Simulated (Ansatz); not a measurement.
**MoSb (rocksalt): a single-point run**

Wanted: a converged single-point run for MoSb (rocksalt), and a check of what comes out. The structure is shown as the input types it.

Computed with Ansatz 0.2.0 (DFT r2SCAN, scalar-relativistic, plane waves, PAW, unless a step's input says otherwise).

1 further run of the same task is left out (set aside as unsound or not needed).

### Step 1. The system as given

It takes space group Fm-3m (No. 225, cubic). Conventional cell: a = 5.497 Å, b = 5.497 Å, c = 5.497 Å, α = 90.00°, β = 90.00°, γ = 90.00°. Mo (site symmetry m-3m) is surrounded by 6 Sb at 2.75 Å. Sb (site symmetry m-3m) is surrounded by 6 Mo at 2.75 Å.

As a file:

```
Mo Sb
1.0
     0.00000    2.74853    2.74853
     2.74853    0.00000    2.74853
     2.74853    2.74853    0.00000
Mo Sb
1 1
Direct
  0.50000 0.50000 0.50000
  0.00000 0.00000 0.00000
```

### Step 2. Running it

Contents of input.yaml:

```yaml
crystal:
  lattice:
    - [0.0, 2.7485306909, 2.7485306909]
    - [2.7485306909, 0.0, 2.7485306909]
    - [2.7485306909, 2.7485306909, 0.0]
  atoms:
    - { symbol: Mo, position: [0.5, 0.5, 0.5] }
    - { symbol: Sb, position: [0.0, 0.0, 0.0] }
basis:
  ecutwfc: 500
  ecutrho_ratio: 4
kpoints:
  mp_grid: { grid: [10, 10, 10] }
hamiltonian:
  xc: r2scan
scf:
  max_iter: 75
output:
  forces: true
  stress: true
```

Started as:

```console
$ ansatz run input.yaml --threads 2 --pin off --max-ram 2662MiB --backend cpu --events-out ev --progress --plain --runs-dir out
```

Q: Will this input give a usable result? If not, why, and what should change?

The run ended at the input check. It says: «`scf.occupations.method` is required: fixed only where the cell keeps a band gap throughout the run, explicit beside scf.occupations.values (under evaluate: without them) ...»

Look at the input: scf.occupations.method is missing; scf.occupations.width is missing. A required setting is missing, and the program won't guess it.

Fix: set scf.occupations.method to gaussian and scf.occupations.width to 0.05.
